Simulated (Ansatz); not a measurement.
# CH5FOSSi: rigid torsion scan in Python

Wanted for CH5FOSSi: a rigid torsion scan. SMILES: O[SiH](S)CF.

All numbers are computed with Ansatz 0.2.0, driven from Python. Level of theory: r2SCAN/cc-pVDZ.

## (1) The structure

Bond lengths: O1–Si2 1.611 Å, Si2–S3 2.136 Å, Si2–C4 1.832 Å, C4–F5 1.440 Å, O1–H6 0.993 Å, Si2–H7 1.512 Å, S3–H8 1.271 Å, C4–H9 1.079 Å, C4–H10 1.044 Å. Angles: O1–Si2–S3 104.2°, O1–Si2–C4 117.5°, O1–Si2–H7 108.0°, S3–Si2–C4 109.5°, S3–Si2–H7 108.7°, C4–Si2–H7 108.6°, Si2–O1–H6 118.3°, Si2–S3–H8 97.0°, Si2–C4–F5 107.2°, Si2–C4–H9 111.0°, Si2–C4–H10 114.4°, F5–C4–H9 103.8°, F5–C4–H10 104.8°, H9–C4–H10 114.6°.

The script holds or builds the structure itself.

## (2) Script

The input, run_torsion.py:

```python
"""Rigid torsion scan of CH5FOSSi."""

import ansatz as az
from ase import Atoms

atoms = Atoms(["O", "Si", "S", "C", "F", "H", "H", "H", "H", "H"], positions=[
    [-0.4903, 1.2583, 1.3246],
    [0.5118, 0.3257, 0.4747],
    [0.4478, -1.5617, 1.4734],
    [0.142, 0.0878, -1.3034],
    [-1.1879, -0.456, -1.3936],
    [-1.4241, 0.9486, 1.4561],
    [1.9057, 0.8975, 0.6061],
    [-0.6393, -1.9727, 0.958],
    [0.0679, 1.036, -1.8129],
    [0.7495, -0.6148, -1.78],
])

# relax first, so that the scan starts from a minimum
first = az.Crystal.molecule_from_ase(atoms).calculation()
first = first.basis(gaussian="cc-pVDZ")
first = first.functional("r2scan").relax(force_tolerance=0.02, max_steps=80)
atoms.positions = first.run(threads=1).report["positions_ang"]

start = atoms.get_dihedral(0, 1, 3, 4)
energies = {}
for turn in range(0, 360, 40):
    turned = atoms.copy()
    turned.set_dihedral(0, 1, 3, 4, start + turn, indices=[3, 4, 8, 9])
    model = (
        az.Crystal.molecule_from_ase(turned).calculation()
        .basis(gaussian="cc-pVDZ")
        .functional("r2scan")
    )
    energies[round((start + turn) % 360)] = model.run(threads=1).report["free_energy_ev"]
floor = min(energies.values())
print("dihedral O0-Si1-C3-F4 (deg)   E - E(min) (eV)")
for angle, e in sorted(energies.items()):
    print(f"{angle:8d} {(e - floor):14.3f}  " + "#" * int(30 * (e - floor) / max(max(energies.values()) - floor, 1e-9)))
```

## (3) The calls as engine input

The engine receives this input (first run):

```yaml
crystal:
  periodic: [false, false, false]
  atoms:
    - { symbol: O, position_ang: [-0.4903, 1.2583, 1.3246] }
    - { symbol: Si, position_ang: [0.5118, 0.3257, 0.4747] }
    - { symbol: S, position_ang: [0.4478, -1.5617, 1.4734] }
    - { symbol: C, position_ang: [0.142, 0.0878, -1.3034] }
    - { symbol: F, position_ang: [-1.1879, -0.456, -1.3936] }
    - { symbol: H, position_ang: [-1.4241, 0.9486, 1.4561] }
    - { symbol: H, position_ang: [1.9057, 0.8975, 0.6061] }
    - { symbol: H, position_ang: [-0.6393, -1.9727, 0.958] }
    - { symbol: H, position_ang: [0.0679, 1.036, -1.8129] }
    - { symbol: H, position_ang: [0.7495, -0.6148, -1.78] }
basis:
  gaussian:
    orbitals: cc-pVDZ
hamiltonian:
  xc: r2scan
relax:
  f_tol: 0.02
  max_steps: 80
```

## (4) Running it

Launch:

```console
$ python run_torsion.py
```

**Question.** Where along the turn do the lowest and the highest point lie, and how far apart are they?

The runs gave:

| quantity | value |
| --- | --- |
| runs compared | 9 |
| range of energy | 0.245 eV |
| lowest point, turn (°) | 0 |

**Reading.** The lowest point is at 282° and the highest at 122°, 0.245 eV (23.6 kJ/mol) above it, with the rest of the molecule held. Run 0: The relaxation took 10 moves; the largest shift is 0.422 Å, of atom 8 (H). The scan is rigid and the energies are electronic, in a modest basis. With rigid groups the curve can differ much from the relaxed path, the start wasn't checked as a minimum of this torsion, and equivalent turns needn't return to the same energy.
